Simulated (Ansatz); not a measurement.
**Si₂H₃F₃: small, medium and large basis sets**

Aim: see how fast density functionals converge with the basis set for Si₂H₃F₃.

Program: Ansatz 0.2.0, Gaussian basis. Level of theory: one geometry, several basis sets. These are calculated values, not measurements.

Levels to be run: PBE0-D4/def2-SVP; ωB97M-V/def2-SVP; PBE0-D4/def2-QZVPP; ωB97M-V/def2-QZVPP; the functionals' def2-TZVPP values are taken from earlier runs.

### Step 1. The geometry

The geometry comes from an earlier relaxation with PBE0-D4 in a triple-zeta def2 set; it is a stationary point, not always the lowest conformer.

SMILES `F[SiH2][SiH](F)F`, 8 atoms, charge 0, spin multiplicity 1.

Atoms are counted from 1 here; the program's logs count them from 0.

Bond lengths: F1–Si2 1.604 Å, Si2–Si3 2.355 Å, Si2–H6 1.485 Å, Si2–H7 1.484 Å, Si3–F4 1.591 Å, Si3–F5 1.594 Å, Si3–H8 1.481 Å. Angles: F1–Si2–Si3 108.5°, F1–Si2–H6 108.2°, F1–Si2–H7 108.6°, Si3–Si2–H6 110.4°, Si3–Si2–H7 111.2°, H6–Si2–H7 109.9°, Si2–Si3–F4 109.8°, Si2–Si3–F5 107.5°, Si2–Si3–H8 116.5°, F4–Si3–F5 107.4°, F4–Si3–H8 107.5°, F5–Si3–H8 107.8°.

### Step 2. PBE0-D4 in def2-SVP

Input file in.yaml:

```yaml
crystal:
  periodic: [false, false, false]
  atoms:
    - {symbol: F, position_ang: [-2.172565, 0.648803, -0.087723]}
    - {symbol: Si, position_ang: [-0.614950, 1.005687, 0.054083]}
    - {symbol: Si, position_ang: [0.619279, -0.998510, -0.024056]}
    - {symbol: F, position_ang: [0.517362, -1.637983, -1.477730]}
    - {symbol: F, position_ang: [2.149198, -0.630389, 0.227285]}
    - {symbol: H, position_ang: [-0.412001, 1.688004, 1.357204]}
    - {symbol: H, position_ang: [-0.233426, 1.913149, -1.056302]}
    - {symbol: H, position_ang: [0.239203, -2.045861, 0.951339]}
basis:
  gaussian: {orbitals: def2-SVP}
hamiltonian: {xc: pbe0, dispersion: d4}
output: {orbitals: {seedname: orbitals}}
```

On the command line:

```sh
ansatz run in.yaml --threads 4 --pin off --events-out ev --progress --plain --max-ram 10444MiB
```

Further steps of the session: ωB97M-V in def2-SVP; PBE0-D4 in def2-QZVPP; ωB97M-V in def2-QZVPP.

**Question.** What will the summary of the whole plan be? Wanted: PBE0-D4: double and triple zeta above quadruple; ωB97M-V: double and triple zeta above quadruple.

**Answer**, as computed:

| quantity | value |
| --- | --- |
| PBE0-D4: double and triple zeta above quadruple | 17.42, 1.02 eV |
| ωB97M-V: double and triple zeta above quadruple | 17.55, 0.95 eV |

In words: PBE0-D4 gains 16.41 eV from double to triple zeta, then 1.02 eV more. Total energies overstate the basis error of differences, where much of it tends to cancel. The LUMO of ωB97M-V is positive and keeps falling with the basis (1.02 to 0.36 eV): an unbound level that the basis holds in place.
